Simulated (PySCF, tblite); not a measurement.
# C₆H₁₀AlNS: geometry, infrared bands and NMR shifts

Wanted: the infrared bands and NMR shifts of C₆H₁₀AlNS (`CSc1ccc[n+]([AlH3-])c1`), by calculation.

Programs: tblite 0.8.0 and PySCF 2.14.0, with density-fitted response routines of our own. Each step states its level of theory. These are calculated values for one molecule in the gas phase, unless marked as measured. Atoms count from 0, in the outputs and in this text.

### 1 The molecule as given

19 atoms, charge 0, multiplicity 1; geometry from: force field or distance geometry start.

Bonds of the start (Å): C0–S1 1.83, S1–C2 1.79, C2–C3 1.39, C3–C4 1.40, C4–C5 1.40, C5–N6 1.37, N6–Al7 1.92, N6–C8 1.36, C8–C2 1.40, C0–H9 1.12, C0–H10 1.11, C0–H11 1.10, C3–H12 1.07, C4–H13 1.08, C5–H14 1.08, Al7–H15 1.59, Al7–H16 1.60, Al7–H17 1.59, C8–H18 1.09.

### 2 Geometry optimisation with GFN2-xTB

Job settings and geometry (Å):

```
{"job": {"kind": "relax", "xc": "GFN2-xTB", "basis": "xTB"}, "charge": 0, "multiplicity": 1}
C      3.132700     0.821900     0.312000
S      2.301200     1.108900    -1.298100
C      0.867100     0.136700    -0.848500
C      0.810300    -1.220400    -1.137600
C     -0.321300    -1.967800    -0.774500
C     -1.401100    -1.323800    -0.167800
N     -1.342800     0.020000     0.082500
Al    -2.816800     0.877000     0.972800
C     -0.235100     0.748500    -0.235900
H      2.495400     1.229500     1.140400
H      3.289300    -0.263000     0.468800
H      4.100300     1.341300     0.316700
H      1.644400    -1.717600    -1.596200
H     -0.358800    -3.028700    -0.989400
H     -2.273300    -1.894500     0.108600
H     -2.914900     2.398300     0.514600
H     -4.177900     0.123200     0.590000
H     -2.604700     0.803600     2.548600
H     -0.203800     1.816100    -0.014400
```

Launch:

```
$ OMP_NUM_THREADS=1 python probes_run.py task.json out
```

The driver reads the jobs from task.json and runs them one after another.

**Question.** This job is followed by: GFN2-xTB harmonic vibrations, gas phase; GIAO PBE0/pcSseg-1 NMR shielding, non-relativistic, gas phase. Predict these results of the whole session: strongest single infrared mode (GFN2-xTB); zero-point energy (GFN2-xTB); 13C shifts against TMS (PBE0/pcSseg-1); 1H shifts against TMS (PBE0/pcSseg-1, means over atoms taken as alike); 33S shifts against CS2 (PBE0/pcSseg-1); 15N shifts against NH3 (PBE0/pcSseg-1); 27Al shifts against AlH4- (PBE0/pcSseg-1); surface potential, 1st and 99th percentile.

The runs gave:

```
                                                              quantity                                        value
                             strongest single infrared mode (GFN2-xTB)                         785 cm⁻¹, 670 km/mol
                                          zero-point energy (GFN2-xTB)                                83.8 kcal/mol
                                13C shifts against TMS (PBE0/pcSseg-1)  148.7, 147.2, 146.5, 142.7, 129.6, 18.3 ppm
1H shifts against TMS (PBE0/pcSseg-1, means over atoms taken as alike)       8.86, 8.54, 7.92, 7.57, 4.54, 2.61 ppm
                                33S shifts against CS2 (PBE0/pcSseg-1)                                       10 ppm
                                15N shifts against NH3 (PBE0/pcSseg-1)                                    285.0 ppm
                             27Al shifts against AlH4- (PBE0/pcSseg-1)                                     72.1 ppm
                                 surface potential, 1st and 99th percentile                           -1.36 V and 1.57 V
```

In words: Over 178 steps the energy fell by 0.748 eV; of the close pairs, N6–Al7 changed most, 1.923 to 1.994 Å. All 51 modes are real, so the xTB geometry is a minimum. The strongest single mode, at 785 cm⁻¹, moves mainly H15 and H17. Unscaled tight-binding wavenumbers are off by several per cent, some by more. Its intensities can rank the bands wrongly. At PBE0/pcSseg-1: The widest tensor belongs to N6: span 467 ppm, with a paramagnetic part of -350 ppm. NICS(1)zz of -24 ppm above the planar ring from C2 marks a diatropic (aromatic) ring current. By nearest atom (PBE0/pcSseg-1), the HOMO sits on S1 42 %; H15, H17 about 12 % each and the LUMO on C3 24 %; N6 22 %.
